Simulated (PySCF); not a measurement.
# C4H6GeO: the cost of one run

Programs: PySCF 2.14.0, with density-fitted response routines of our own. Each step states its level of theory. These are calculated values for one molecule in the gas phase, unless marked as measured. Atoms are numbered from 0 throughout.

## 1. The starting structure

12 atoms, charge 0, multiplicity 1; geometry from: PBE0-D3(BJ)/def2-SVP.

Bonds of the start (Å): C0–C1 1.34, C1–C2 1.45, C2–C3 1.33, C3–O4 1.31, O4–Ge5 1.83, C3–C1 1.43, C0–H6 1.09, C0–H7 1.09, C2–H8 1.09, Ge5–H9 1.53, Ge5–H10 1.53, Ge5–H11 1.53.

## 2. Nuclear shieldings: PBE0/6-31G*

Job settings and geometry (Å):

```
{"job": {"kind": "nmr", "xc": "PBE0", "basis": "6-31G*", "pop": true}, "charge": 0, "multiplicity": 1}
C      1.944538     0.837894     0.149295
C      1.186221    -0.056473    -0.493020
C      0.991504    -1.107520    -1.475710
C     -0.052188    -0.724599    -0.751900
O     -1.321782    -0.861403    -0.474033
Ge    -2.033004     0.136203     0.887317
H      1.516464     1.480986     0.920823
H      3.005560     0.946103    -0.082462
H      1.432341    -1.739091    -2.242465
H     -3.536963    -0.058308     0.688780
H     -1.522286    -0.464566     2.202624
H     -1.566898     1.580600     0.674895
```

With the program's defaults for keys left out, this is: GIAO PBE0/6-31G* NMR shielding, non-relativistic, gas phase.

Started as:

```console
> OMP_NUM_THREADS=1 python probes_run.py task.json out
```

One launch serves the whole session: the jobs run in the order shown.

**Question.** How long does this first job take on 1 thread of Intel Xeon 6975P-C, shared host, and how much memory does it need?

About 9.8 s, with a peak of 0.63 GiB.
